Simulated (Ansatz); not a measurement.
# C₃H₂BrF: one species, many methods

One table from this session's results is given with a row withheld; the runs are named, their logs left out.

Computed with Ansatz 0.2.0, Gaussian basis. Level: functionals in def2-TZVPP, the program's frozen cores in correlated methods.

The runs, in order: PBE-D4, r2SCAN-D4, PBE0-D4, B3LYP-D4, ωB97X-V, ωB97M-V, B2PLYP; CCSD(T)/def2-TZVPP; MP2/def2-QZVPP; extrapolation to the limit.

### The geometry

The geometry comes from an earlier relaxation with PBE0-D4 in a triple-zeta def2 set; it is a stationary point, not always the lowest conformer.

SMILES `FC1=C(Br)C1`, 7 atoms, charge 0, spin multiplicity 1.

Atoms are counted from 1 here; the program's logs count them from 0.

Bond lengths: F1–C2 1.302 Å, C2–C3 1.281 Å, C2–C5 1.478 Å, C3–Br4 1.830 Å, C3–C5 1.528 Å, C5–H6 1.092 Å, C5–H7 1.092 Å. Angles: F1–C2–C3 150.0°, F1–C2–C5 143.2°, C3–C2–C5 66.8°, C2–C3–Br4 153.0°, C2–C3–C5 62.8°, Br4–C3–C5 144.2°, C2–C5–C3 50.4°, C2–C5–H6 120.0°, C2–C5–H7 120.0°, C3–C5–H6 119.0°, C3–C5–H7 119.0°, H6–C5–H7 114.0°.

Geometry (Å):

```xyz
7
charge 0, multiplicity 1
F     0.5832   -1.2340    1.6910
C     0.2169   -0.5620    0.6373
C    -0.2746   -0.5343   -0.5451
Br   -0.9850   -1.3254   -2.0343
C     0.1324    0.8016    0.0744
H    -0.6463    1.4861    0.4171
H     1.0347    1.3000   -0.2860
```

The first run:

in.yaml reads:

```yaml
crystal:
  periodic: [false, false, false]
  atoms:
    - {symbol: F, position_ang: [0.583191, -1.233961, 1.691029]}
    - {symbol: C, position_ang: [0.216884, -0.561990, 0.637294]}
    - {symbol: C, position_ang: [-0.274584, -0.534307, -0.545136]}
    - {symbol: Br, position_ang: [-0.985037, -1.325386, -2.034304]}
    - {symbol: C, position_ang: [0.132421, 0.801567, 0.074390]}
    - {symbol: H, position_ang: [-0.646289, 1.486092, 0.417092]}
    - {symbol: H, position_ang: [1.034714, 1.299986, -0.285964]}
basis:
  gaussian: {orbitals: def2-TZVPP}
hamiltonian: {xc: pbe, dispersion: d4}
output: {forces: true, orbitals: {seedname: orbitals}}
```

Run with:

```bash
$ ansatz run in.yaml --threads 4 --pin off --events-out ev --progress --plain --max-ram 10444MiB
```

Among the steps run: PBE-D4 (GGA); r2SCAN-D4 (meta-GGA); PBE0-D4 (hybrid); B3LYP-D4 (hybrid); ωB97X-V (range-separated); ωB97M-V (range-separated); B2PLYP (double hybrid); CCSD(T) in def2-TZVPP; MP2 in def2-QZVPP.

One of the session's tables, all rows but one given; the rest of the session is left out.

It belongs to the step «Atomisation energies». 

| method | atomisation energy (kJ/mol) |
| --- | --- |
| PBE-D4 | 2886.2 |
| r2SCAN-D4 | 2756.4 |
| PBE0-D4 | 2785.7 |
| B3LYP-D4 | 2715.8 |
| ωB97X-V | 2728.6 |
| ωB97M-V | 2728.5 |
| B2PLYP | 2695.9 |
| HF/def2-TZVPP | 1828.0 |
| MP2/def2-TZVPP | ? |
| CCSD/def2-TZVPP | 2567.7 |
| CCSD(T)/def2-TZVPP | 2638.1 |
| MP2/CBS | 2834.8 |
| CCSD(T)/CBS | 2717.2 |

Estimate the missing values for MP2/def2-TZVPP.

As computed: atomisation energy (kJ/mol): 2755.7. In the column «atomisation energy (kJ/mol)» it lies between ωB97X-V (2728.6) and r2SCAN-D4 (2756.4).
